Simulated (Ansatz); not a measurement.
Here is an Ansatz 0.2.0 calculation.

File input.yaml:

```yaml
crystal:
  lattice:
    - [3.761244, 0.0, 0.0]
    - [0.0, 3.761244, 0.0]
    - [0.0, 0.0, 3.761244]
  atoms:
    - { symbol: Ca, position: [0.0, 0.0, 0.0] }
    - { symbol: F, position: [0.5, 0.0, 0.5] }
    - { symbol: F, position: [0.5, 0.5, 0.0] }
    - { symbol: F, position: [0.0, 0.5, 0.5] }
    - { symbol: Li, position: [0.5, 0.5, 0.5] }
hamiltonian:
  xc: revpbe
  pseudopotentials: { kind: paw }
kpoints:
  mp_grid: { grid: [7, 7, 7] }
scf:
  occupations: { method: fermi_dirac, width: 0.05 }
  n_extra_bands: 12
output:
  forces: true
  stress: true
  eigenvalues: true
  dos: { projected: true, de: 0.05, nscf_kmesh: { grid: [11, 11, 11] } }
```

Potentials or basis: Ansatz PAW.

Launch:

```sh
$ ansatz run input.yaml --threads 2 --pin off --max-ram 5632MiB --backend cpu --events-out ev --progress --plain --runs-dir out
```

(1) Predict the band gap on the k mesh.

(2) What does it give for the pressure?

## Answers

(1) 6.60 eV, indirect (least direct gap 6.67 eV).

(2) 3.7 GPa.

Caveat: odd divisions of the mesh miss points on the zone boundary, where band edges often lie, so the gap on the mesh can be too wide; the pressure holds a Pulay correction of +0.6 GPa for the finite cutoff; the PAW data sets come from PBE, with cores solved anew for the run's functional, which leaves a small shift of forces and pressure; the density of states is complete only up to the lowest level of the last band computed.
